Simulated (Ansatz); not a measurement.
# TiSn2: the cost of one run

Method: DFT, PBE, spin-orbit coupling, plane waves, PAW, in Ansatz 0.2.0.

## (1) The system as given

Symmetry: Fmmm, No. 69, orthorhombic system. Conventional cell: a = 5.014 Å, b = 5.412 Å, c = 10.280 Å, α = 90.00°, β = 90.00°, γ = 90.00°. Ti (site symmetry mmm) is surrounded by 10 Sn at 3.10 to 3.31 Å. Around Sn (site symmetry mm2) lie 4 Sn at 2.91 to 3.08 Å and 5 Ti at 3.10 to 3.31 Å.

Structure file:

```
Ti Sn
1.0
    -2.50708    2.70581    0.00000
     2.50708    0.00000    5.13986
     2.50708    2.70581    0.00000
Ti Sn
1 2
Direct
  0.00000 0.00000 0.00000
  0.32200 0.64400 0.67800
  0.67800 0.35600 0.32200
```

The first density is read from a saved solution for the starting cell.

## (2) The walk to rest

Contents of input.yaml:

```yaml
crystal:
  lattice:
    - [-2.507083, 2.705815, 0.0]
    - [2.507083, 0.0, 5.13986]
    - [2.507083, 2.705815, 0.0]
  atoms:
    - { symbol: Ti, position: [0.0, 0.0, 0.0] }
    - { symbol: Sn, position: [0.322, 0.644, 0.678] }
    - { symbol: Sn, position: [0.678, 0.356, 0.322] }
  symmetry: { tolerance: 0.0003 }
kpoints:
  mp_grid: { grid: [5, 5, 5], shift: [0, 0, 0] }
magnetization:
  noncollinear: true
  spin_orbit: true
scf:
  occupations: { method: gaussian, width: 0.1664 }
  lower_state_search: "off"
hamiltonian:
  pseudopotentials: { kind: paw_fr }
  xc: pbe
basis:
  ecutwfc: 420
  fft_grid_basis: typed
relax:
  max_steps: 80
  cell: { p_target: 0.0 }
  f_tol: 0.03
output:
  forces: true
  stress: true
  eigenvalues: true
  bader: true
  populations: true
  elf: true
  write_potential: true
  volumetric_format: npy
  dos:
    e_range: [-12, 8]
    de: 0.05
    projected: { site_lists: { Sn: [Sn], Ti: [Ti] } }
    method: { smearing: { sigma: 0.1, scheme: gaussian } }
  write_density: true
checkpoint:
  read: saved_state
```

Started as:

```sh
$ ansatz run input.yaml --threads 2 --pin off --max-ram 3584MiB --backend cpu --events-out ev --progress --plain --runs-dir out
```

What time and memory should one allow on 2 threads of Arm Neoverse V2, shared host?

About 75 s, with a peak of 0.63 GiB.
